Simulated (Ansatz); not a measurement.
# HfSnO4: the cost of one run

Method: DFT PBE, scalar-relativistic, plane waves, PAW, in Ansatz 0.2.0.

## 1. The system as given

It takes space group P2/m (No. 10, monoclinic). The conventional cell has a = 4.960 Å, b = 3.357 Å, c = 5.042 Å, α = 90.00°, β = 90.00°, γ = 90.00°. Hf (site symmetry 2/m) is surrounded by 6 O at 2.17 Å. Around Sn (site symmetry 2/m) lie 6 O at 2.17 Å. Around O (site symmetry m) lie 2 Hf at 2.17 Å and 1 Sn at 2.17 Å. Around O (site symmetry m) lie 2 Sn at 2.17 Å and 1 Hf at 2.17 Å.

Structure file:

```cif
data_structure
_symmetry_space_group_name_H-M 'P2/m'
_symmetry_Int_Tables_number 10
_cell_length_a 4.9602
_cell_length_b 3.3575
_cell_length_c 5.0416
_cell_angle_alpha 90.000
_cell_angle_beta 90.000
_cell_angle_gamma 90.000
_cell_volume 83.96
loop_
_atom_site_label
_atom_site_type_symbol
_atom_site_symmetry_multiplicity
_atom_site_Wyckoff_symbol
_atom_site_fract_x
_atom_site_fract_y
_atom_site_fract_z
_atom_site_occupancy
Hf1 Hf 1 h 0.50000 0.50000 0.50000 1
Sn1 Sn 1 a 0.00000 0.00000 0.00000 1
O1 O 2 m 0.29186 0.00000 0.32104 1
O2 O 2 n 0.79186 0.50000 0.17896 1
```

The start is an ordering of an alloy on its end members' structure types: elements ordered on the sites of the SnO2 type, Hf/Sn on Sn (P2/m, No. 10).

## 2. The guess as it stands, on a coarse mesh

Input file input.yaml:

```yaml
crystal:
  lattice:
    - [4.96023134, 0.0, 0.0]
    - [0.0, 3.35747497, 0.0]
    - [0.0, 0.0, 5.04163584]
  atoms:
    - { symbol: Hf, position: [0.5, 0.5, 0.5] }
    - { symbol: Sn, position: [0.0, 0.0, 0.0] }
    - { symbol: O, position: [0.29185501, 0.0, 0.321042] }
    - { symbol: O, position: [0.79185501, 0.5, 0.178958] }
    - { symbol: O, position: [0.20814499, 0.5, 0.821042] }
    - { symbol: O, position: [0.70814499, 0.0, 0.678958] }
basis:
  ecutwfc: 420
kpoints:
  mp_grid: { grid: [4, 6, 4] }
hamiltonian:
  xc: pbe
scf:
  occupations: { method: gaussian, width: 0.1 }
  lower_state_search: "off"
output:
  forces: true
  stress: true
  eigenvalues: true
```

Launch:

```sh
$ ansatz run input.yaml --threads 1 --pin off --max-ram 2560MiB --backend cpu --events-out ev --progress --plain --runs-dir out
```

What time and memory should one allow on 1 thread of Intel Xeon 6975P-C (Granite Rapids), shared host?

About 3.4 s, with a peak of 0.46 GiB.
